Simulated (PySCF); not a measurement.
**C2HF2Ga (SMILES C#[C][Ga]([F])[F]): levels of theory compared**

Aim: a comparison of 6 runs (HF/STO-3G, B3LYP/6-31G*, PBE0/def2-SVP, CAM-B3LYP/def2-TZVP, PBE0/def2-TZVP) of C2HF2Ga. Input form: a Python script.

Program for the calculation: PySCF 2.14.0.

## (1) The structure to begin with

C2HF2Ga: 6 atoms, total charge 0, spin state singlet. SMILES: `C#[C][Ga]([F])[F]`. The shape is that of a PBE0-D4/def2-TZVP optimisation.

Bond lengths: C1–C2 1.205 Å, C2–Ga3 1.875 Å, Ga3–F4 1.734 Å, Ga3–F5 1.734 Å, C1–H6 1.067 Å. Angles: C1–C2–Ga3 180.0°, C2–Ga3–F4 123.5°, C2–Ga3–F5 123.5°, F4–Ga3–F5 113.0°, C2–C1–H6 180.0°.

## (2) Energy and gradient at HF/STO-3G (run 1)

run.py

```python
import pyscf.grad
from pyscf import gto, scf

mol = gto.M(
    atom='''
C       -0.242600       0.981600       1.587200
C       -0.087000       0.352900       0.570900
Ga       0.154500      -0.624900      -1.010200
F        0.241600      -2.356000      -1.061300
F        0.313800       0.108300      -2.573600
H       -0.380300       1.538200       2.487000
''',
    spin=0,
    charge=0,
    verbose=4,
    basis='sto-3g',
    max_memory=1860,
)

calc0 = scf.RHF(mol)
calc0.conv_tol = 1e-10
calc0.kernel()
if not calc0.converged:
    calc0 = calc0.newton().run(calc0.mo_coeff, calc0.mo_occ)

etot = calc0.e_tot
print('E = %.10f Eh' % etot)
grad = calc0.Gradients().kernel()
dip = calc0.dip_moment()
pop, q = calc0.mulliken_pop()
```

Command:

```sh
$ OMP_NUM_THREADS=1 python run.py
```

Standard output:

```text
PySCF version 2.14.0

[... 66 lines left out ...]
converged SCF energy = -2172.29404120199
[... 13 lines left out ...]
Dipole moment(X, Y, Z, Debye): -0.13535,  0.54742,  0.88623
[... 7 lines left out ...]
pop of  1 C 2s            1.22038
pop of  1 C 2px           1.00812
pop of  1 C 2py           0.98902
pop of  1 C 2pz           1.02528
pop of  2 Ga 1s           1.99999
pop of  2 Ga 2s           1.99921
pop of  2 Ga 3s           1.99833
pop of  2 Ga 4s           0.96672
pop of  2 Ga 2px          1.99959
pop of  2 Ga 2py          1.99963
pop of  2 Ga 2pz          1.99963
pop of  2 Ga 3px          1.97890
pop of  2 Ga 3py          1.98375
pop of  2 Ga 3pz          1.98411
pop of  2 Ga 4px          0.33635
pop of  2 Ga 4py          0.55669
pop of  2 Ga 4pz          0.60031
pop of  2 Ga 3dxy         1.99622
pop of  2 Ga 3dyz         1.94763
pop of  2 Ga 3dz^2        1.90999
pop of  2 Ga 3dxz         1.98797
pop of  2 Ga 3dx2-y2      1.90542
pop of  3 F 1s            1.99915
pop of  3 F 2s            1.95487
pop of  3 F 2px           1.87052
pop of  3 F 2py           1.53055
pop of  3 F 2pz           1.94187
pop of  4 F 1s            1.99915
pop of  4 F 2s            1.95488
pop of  4 F 2px           1.86807
pop of  4 F 2py           1.87145
pop of  4 F 2pz           1.60341
pop of  5 H 1s            0.90004
 ** Mulliken atomic charges  **
charge of    0C =     -0.11860
charge of    1C =     -0.23700
charge of    2Ga =      0.84956
charge of    3F =     -0.29696
charge of    4F =     -0.29696
charge of    5H =      0.09996
```

Wall time 2.8 s (1 thread of Intel Xeon at 2.70GHz, shared host); peak memory 0.12 GiB.

## (3) Energy and gradient at B3LYP/6-31G(d) (spherical functions) (run 2)

geometry.xyz

```xyz
6

C     -0.242600     0.981600     1.587200
C     -0.087000     0.352900     0.570900
Ga     0.154500    -0.624900    -1.010200
F      0.241600    -2.356000    -1.061300
F      0.313800     0.108300    -2.573600
H     -0.380300     1.538200     2.487000
```

calc.py

```python
# C#[C][Ga]([F])[F]
from pyscf import gto, dft

mol = gto.M(
    atom='geometry.xyz',
    spin=0,
    verbose=4,
    basis='6-31g*',
    max_memory=1860,
    charge=0,
)

ks = dft.RKS(mol, xc='b3lyp')
ks.grids.level = 5
ks.conv_tol = 1e-10
ks.kernel()
if not ks.converged:
    ks = ks.newton().run(ks.mo_coeff, ks.mo_occ)

e_tot = ks.e_tot
print('E(%s) = %.9f' % ('B3LYP', e_tot))
grad = ks.nuc_grad_method().kernel()
ks.analyze()
```

Command:

```sh
$ OMP_NUM_THREADS=1 python calc.py
```

Standard output:

```text
PySCF version 2.14.0

[... 97 lines left out ...]
DFT Exchange-Correlation Energy =     -107.299924444587504
[... 10 lines left out ...]
MO #9   energy= -10.2065569075064  occ= 2
[... 8 lines left out ...]
MO #18  energy= -0.890196324123694 occ= 2
[... 8 lines left out ...]
MO #27  energy= -0.38360108273737  occ= 2
[... 8 lines left out ...]
MO #36  energy= 0.0715730996606632 occ= 0
[... 8 lines left out ...]
MO #45  energy= 0.465300040003171  occ= 0
[... 8 lines left out ...]
MO #54  energy= 0.857205331814655  occ= 0
[... 8 lines left out ...]
MO #63  energy= 1.51308124244187   occ= 0
[... 8 lines left out ...]
MO #72  energy= 1.85378680678244   occ= 0
[... 8 lines left out ...]
MO #81  energy= 2.30731400382272   occ= 0
[... 8 lines left out ...]
MO #90  energy= 3.25748980191892   occ= 0
[... 60 lines left out ...]
pop of  2 Ga 5dxz         0.00180
pop of  2 Ga 5dx2-y2      0.00047
pop of  3 F 1s            1.99997
pop of  3 F 2s            1.85272
pop of  3 F 3s            0.00190
pop of  3 F 2px           1.88759
pop of  3 F 2py           1.75162
pop of  3 F 2pz           1.92439
pop of  3 F 3px           0.00032
pop of  3 F 3py           0.00085
pop of  3 F 3pz           0.00025
pop of  3 F 3dxy          0.00154
pop of  3 F 3dyz          0.00141
pop of  3 F 3dz^2         0.00098
pop of  3 F 3dxz          0.00002
pop of  3 F 3dx2-y2       0.00259
pop of  4 F 1s            1.99997
pop of  4 F 2s            1.85274
pop of  4 F 3s            0.00190
pop of  4 F 2px           1.88658
pop of  4 F 2py           1.89152
pop of  4 F 2pz           1.78552
pop of  4 F 3px           0.00032
pop of  4 F 3py           0.00029
pop of  4 F 3pz           0.00081
pop of  4 F 3dxy          0.00029
pop of  4 F 3dyz          0.00218
pop of  4 F 3dz^2         0.00250
pop of  4 F 3dxz          0.00130
pop of  4 F 3dx2-y2       0.00027
pop of  5 H 1s            0.81316
pop of  5 H 2s            0.01241
 ** Mulliken atomic charges  **
charge of    0C =     -0.08590
charge of    1C =     -0.24897
charge of    2Ga =      1.01279
charge of    3F =     -0.42615
charge of    4F =     -0.42619
charge of    5H =      0.17443
Dipole moment(X, Y, Z, Debye): -0.40980,  1.65808,  2.68297
```

Wall time 41 s (1 thread of Intel Xeon at 2.70GHz, shared host); peak memory 0.88 GiB.

Run 3 isn't shown in full; the table further down has it.

## (4) Energy and forces at B3LYP/6-31G(d) (Cartesian functions) (run 4)

run.py

```python
from pyscf import gto, dft

mol = gto.Mole()
mol.atom = '''
C   -0.242600   0.981600   1.587200
C   -0.087000   0.352900   0.570900
Ga   0.154500  -0.624900  -1.010200
F    0.241600  -2.356000  -1.061300
F    0.313800   0.108300  -2.573600
H   -0.380300   1.538200   2.487000
'''
mol.basis = '6-31g*'
mol.max_memory = 1860
mol.cart = True
mol.verbose = 4
mol.build()

myscf = dft.RKS(mol)
myscf.xc = 'b3lyp'
myscf.grids.level = 5
myscf.conv_tol = 1e-10
myscf.kernel()
if not myscf.converged:
    myscf = myscf.newton().run(myscf.mo_coeff, myscf.mo_occ)

energy = myscf.e_tot
print('E(%s) = %.9f' % ('B3LYP', energy))
grad = myscf.nuc_grad_method().kernel()
myscf.analyze()
```

Command:

```sh
$ OMP_NUM_THREADS=1 python run.py
```

Standard output:

```text
PySCF version 2.14.0

[... 96 lines left out ...]
Two-electron Energy =                 1188.185868447272014
[... 10 lines left out ...]
MO #7   energy= -24.6703934859423  occ= 2
[... 8 lines left out ...]
MO #16  energy= -0.887534468834032 occ= 2
[... 8 lines left out ...]
MO #25  energy= -0.424282957429902 occ= 2
[... 8 lines left out ...]
MO #34  energy= -0.0124267309994511 occ= 0
[... 8 lines left out ...]
MO #43  energy= 0.432818933889497  occ= 0
[... 8 lines left out ...]
MO #52  energy= 0.748781860885353  occ= 0
[... 8 lines left out ...]
MO #61  energy= 1.28640864599651   occ= 0
[... 8 lines left out ...]
MO #70  energy= 1.77783291533896   occ= 0
[... 8 lines left out ...]
MO #79  energy= 1.99706491943965   occ= 0
[... 8 lines left out ...]
MO #88  energy= 2.89669231138628   occ= 0
[... 8 lines left out ...]
MO #97  energy= 73.8818417430831   occ= 0
[... 67 lines left out ...]
pop of  3  F 1s           1.99997
pop of  3  F 2s           1.84718
pop of  3  F 3s           0.00173
pop of  3  F 2px          1.88825
pop of  3  F 2py          1.69692
pop of  3  F 2pz          1.92460
pop of  3  F 3px          0.00031
pop of  3  F 3py          0.00088
pop of  3  F 3pz          0.00025
pop of  3  F 3dxx         0.00041
pop of  3  F 3dxy         0.00151
pop of  3  F 3dxz         0.00002
pop of  3  F 3dyy         0.00250
pop of  3  F 3dyz         0.00139
pop of  3  F 3dzz         0.00052
pop of  4  F 1s           1.99997
pop of  4  F 2s           1.84721
pop of  4  F 3s           0.00163
pop of  4  F 2px          1.88693
pop of  4  F 2py          1.88080
pop of  4  F 2pz          1.74208
pop of  4  F 3px          0.00032
pop of  4  F 3py          0.00031
pop of  4  F 3pz          0.00080
pop of  4  F 3dxx         0.00041
pop of  4  F 3dxy         0.00029
pop of  4  F 3dxz         0.00128
pop of  4  F 3dyy         0.00049
pop of  4  F 3dyz         0.00215
pop of  4  F 3dzz         0.00178
pop of  5  H 1s           0.81352
pop of  5  H 2s           0.01259
 ** Mulliken atomic charges  **
charge of    0C =     -0.08635
charge of    1C =     -0.17238
charge of    2Ga =      0.81774
charge of    3F =     -0.36645
charge of    4F =     -0.36646
charge of    5H =      0.17389
Dipole moment(X, Y, Z, Debye): -0.40413,  1.63508,  2.64581
```

Run time: 46 s. Hardware: 1 thread of Intel Xeon at 2.70GHz, shared host; peak memory 0.95 GiB.

Run 5 isn't shown in full; the table further down has it.

## (5) Energy and gradient at PBE0/def2-TZVP (run 6)

geometry.xyz is that of step 3.

run.py

```python
from pyscf import gto, dft

molecule = gto.M(
    atom='geometry.xyz',
    basis='def2-tzvp',
    verbose=4,
    charge=0,
    max_memory=1860,
    spin=0,
)

mf = dft.RKS(molecule)
mf.xc = 'pbe0'
mf.grids.level = 5
mf.conv_tol = 1e-10
mf.kernel()
if not mf.converged:
    mf = mf.newton().run(mf.mo_coeff, mf.mo_occ)

e_tot = mf.e_tot
print('E(%s) = %.9f' % ('PBE0', e_tot))
grad = mf.nuc_grad_method().kernel()
dip = mf.dip_moment()
pop, q = mf.mulliken_pop()
```

Command:

```sh
$ OMP_NUM_THREADS=1 python run.py
```

Standard output:

```text
PySCF version 2.14.0

[... 75 lines left out ...]
converged SCF energy = -2200.95378160617
[... 14 lines left out ...]
Dipole moment(X, Y, Z, Debye): -0.41615,  1.68379,  2.72471
[... 146 lines left out ...]
pop of  4 F 5s            0.35134
pop of  4 F 2px           0.77063
pop of  4 F 2py           0.77410
pop of  4 F 2pz           0.71537
pop of  4 F 3px           0.72747
pop of  4 F 3py           0.72778
pop of  4 F 3pz           0.67830
pop of  4 F 4px           0.38134
pop of  4 F 4py           0.35982
pop of  4 F 4pz           0.29968
pop of  4 F 3dxy          0.00001
pop of  4 F 3dyz          0.00010
pop of  4 F 3dz^2         0.00011
pop of  4 F 3dxz          0.00005
pop of  4 F 3dx2-y2       0.00001
pop of  4 F 4dxy          0.00032
pop of  4 F 4dyz          0.00184
pop of  4 F 4dz^2         0.00210
pop of  4 F 4dxz          0.00138
pop of  4 F 4dx2-y2       0.00031
pop of  4 F 4f-3          0.00000
pop of  4 F 4f-2          0.00002
pop of  4 F 4f-1          0.00006
pop of  4 F 4f+0          0.00005
pop of  4 F 4f+1          0.00002
pop of  4 F 4f+2          0.00002
pop of  4 F 4f+3          0.00000
pop of  5 H 1s            0.25915
pop of  5 H 2s            0.44304
pop of  5 H 3s            0.08027
pop of  5 H 2px           0.00395
pop of  5 H 2py           0.00703
pop of  5 H 2pz           0.01193
 ** Mulliken atomic charges  **
charge of    0C =     -0.10149
charge of    1C =     -0.23493
charge of    2Ga =      0.85361
charge of    3F =     -0.35588
charge of    4F =     -0.35593
charge of    5H =      0.19461
```

Run time: 2.5 min. Hardware: 1 thread of Intel Xeon at 2.70GHz, shared host; peak memory 2.4 GiB.

## (6) All runs side by side

```csv
run,level,integration grid,Cartesian functions,energy (Eh),dipole moment (D),HOMO energy (eV),LUMO energy (eV),wall time
1,HF/STO-3G,–,no,-2172.294041,1.05,-8.10,4.97,2.8 s
2,B3LYP/6-31G* (spherical functions),5,no,-2201.123646,3.18,-8.56,-1.78,41 s
3,PBE0/def2-SVP,5,no,-2200.368640,3.19,-9.09,-1.67,43 s
4,B3LYP/6-31G* (Cartesian functions),5,yes,-2201.134772,3.14,-8.55,-1.74,46 s
5,CAM-B3LYP/def2-TZVP,5,no,-2201.530881,3.25,-10.54,-0.82,5.6 min
6,PBE0/def2-TZVP,5,no,-2200.953782,3.23,-9.14,-1.76,2.5 min
```

## (7) Results

| quantity | value |
| --- | --- |
| run 6: total energy | -2200.95378 Eh |
| run 6: dipole moment | 3.23 D |
| run 6: HOMO energy | -9.14 eV |
| run 6: LUMO energy | -1.76 eV |
| run 6: HOMO–LUMO gap | 7.39 eV |
| run 6: largest force on an atom | 0.009 eV/Å |

In words: The dipole moment (its size) runs from 1.05 D (HF/STO-3G) to 3.25 D (CAM-B3LYP/def2-TZVP). The two ends differ in method and basis. The HOMO–LUMO gap runs from 6.79 eV (B3LYP/6-31G*) to 13.07 eV (HF/STO-3G). Totals of different functionals can't be ranked against each other. In run 1 the basis is minimal, so the values are rough. All runs together took 10 min, the longest 5.6 min.
